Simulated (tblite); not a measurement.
# C4H15BN2Si2: the cost of one run

Computed with tblite 0.8.0 (tight binding) and PySCF 2.14.0 (DFT, with response routines of our own); each step states its level. Atoms count from 0 throughout.

## (1) The starting structure

24 atoms, charge 0, multiplicity 1; geometry from: force field or distance geometry start.

Bonds of the start (Å): B3–H15 1.17, B3–N4 1.54, C5–C6 1.52, C5–C8 1.53, C5–H17 1.11, C6–C7 1.53, C6–H18 1.12, C6–H19 1.10, C7–C8 1.52, C7–H20 1.11, C7–H21 1.12, C8–H22 1.11, C8–H23 1.10, N1–B3 1.52, N1–Si2 1.81, N4–C5 1.48, N4–H16 1.04, Si0–H10 1.48, Si0–H11 1.46, Si0–H9 1.47, Si0–N1 1.79, Si2–H12 1.46, Si2–H13 1.47, Si2–H14 1.47.

## (2) GFN2-xTB relaxation, start minimum

The job: settings as JSON, then the geometry in Å.

```
{"job": {"xc": "GFN2-xTB", "basis": "xTB", "kind": "relax"}, "charge": 0, "multiplicity": 1}
Si     2.251400     1.538100    -0.477800
N      1.881900     0.114900     0.534300
Si     3.430000    -0.788400     0.791300
B      0.935800    -0.786100    -0.242300
N     -0.425000    -1.167700     0.366200
C     -1.508400    -0.631600    -0.488700
C     -2.882400    -0.966200     0.068600
C     -3.155400     0.517800     0.289700
C     -1.781900     0.855800    -0.268100
H      3.180500     2.424300     0.230100
H      0.998700     2.282500    -0.742400
H      2.829900     1.115000    -1.755300
H      3.987800    -1.176900    -0.499900
H      3.168900    -1.990800     1.588500
H      4.377500     0.077000     1.506900
H      1.236100    -1.206800    -1.289800
H     -0.483500    -0.755800     1.324700
H     -1.411500    -0.923100    -1.559800
H     -2.856400    -1.534400     1.034500
H     -3.547000    -1.416900    -0.687700
H     -3.268800     0.782900     1.365100
H     -3.989300     0.892000    -0.354600
H     -1.839400     1.427000    -1.215200
H     -1.141200     1.336900     0.489100
```

On the command line:

```
> OMP_NUM_THREADS=1 python ens_run.py task.json out
```

The driver reads the study from task.json and runs its stages one after another.

**Question.** How long does this first job take on 1 thread of Arm Neoverse N1, shared host?

About 5.7 s.
